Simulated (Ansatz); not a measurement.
Working through cell relaxations under several functionals of I, space group Cmce

With Ansatz's Python interface.

The cells in order, each with its output:

In [1]:
```python
import warnings

import ansatz as az
import numpy as np
```

In [2]:
```python
def edges_and_angles(cell):
    cell = np.asarray(cell)
    a, b, c = np.linalg.norm(cell, axis=1)
    cosines = cell[1] @ cell[2] / (b * c), cell[0] @ cell[2] / (a * c), cell[0] @ cell[1] / (a * b)
    return (a, b, c, *np.degrees(np.arccos(cosines)))
```

In [3]:
```python
warnings.simplefilter("ignore", az.DeckWarning)
```

In [4]:
```python
crystal = (
    az.Lattice.from_parameters(4.353114, 4.353114, 9.79344, alpha=90.0, beta=90.0, gamma=66.75948)
    .atom("I", [0.8507, 0.1493, 0.8844])
    .atom("I", [0.3507, 0.6493, 0.6156])
    .atom("I", [0.1493, 0.8507, 0.1156])
    .atom("I", [0.6493, 0.3507, 0.3844])
)
```

In [5]:
```python
len(crystal.resolved().sites)
```
Out [5]:
```text
4
```

In [6]:
```python
calculation = (
    crystal.calculation()
    .kpoints(mesh=(6, 6, 2))
    .occupations(az.OccupationsMethod.FIXED)
    .relax(cell=True)
)
```

In [7]:
```python
levels = [("pbe", "none"), ("pbe", "d4"), ("lda", "none")]
print("level            a       b       c    alpha   beta  gamma  V/atom  steps")
for name, dispersion in levels:
    seen = []
    run = calculation.functional(name, dispersion=dispersion).session().plan()
    outcome = run.execute(on_event=lambda e: seen.append(e) if e["event"] == "relax_step" else None)
    cell = outcome.lattice.cell_ang
    label = name if dispersion == "none" else f"{name}+{dispersion}"
    print("{:13s} {:7.4f} {:7.4f} {:7.4f} {:6.2f} {:6.2f} {:6.2f}".format(label, *edges_and_angles(cell)), f"{abs(np.linalg.det(cell)) / len(outcome.lattice.sites):7.3f} {len(seen):5d}")
```
```text
level            a       b       c    alpha   beta  gamma  V/atom  steps
pbe            5.0566  5.0566  9.8333  90.00  90.00  54.49  51.168    13
pbe+d4         4.2740  4.2740  9.6483  90.00  90.00  63.42  39.404     8
lda            4.1773  4.1773  9.5540  90.00  90.00  62.52  36.978     9
```

From smallest to largest: LDA (36.98 Å³ an atom, -13.3 % against the start), PBE+D4 (39.40 Å³ an atom, -7.6 % against the start) and PBE (51.17 Å³ an atom, +20.0 % against the start). The spread is 38.4 % in volume.

Edges and angles are those of the cell as typed, here a primitive one, not of the conventional cell. Finished in 4.2 min on 1 thread of Arm Neoverse V2, on a shared host, peak memory 0.56 GiB.
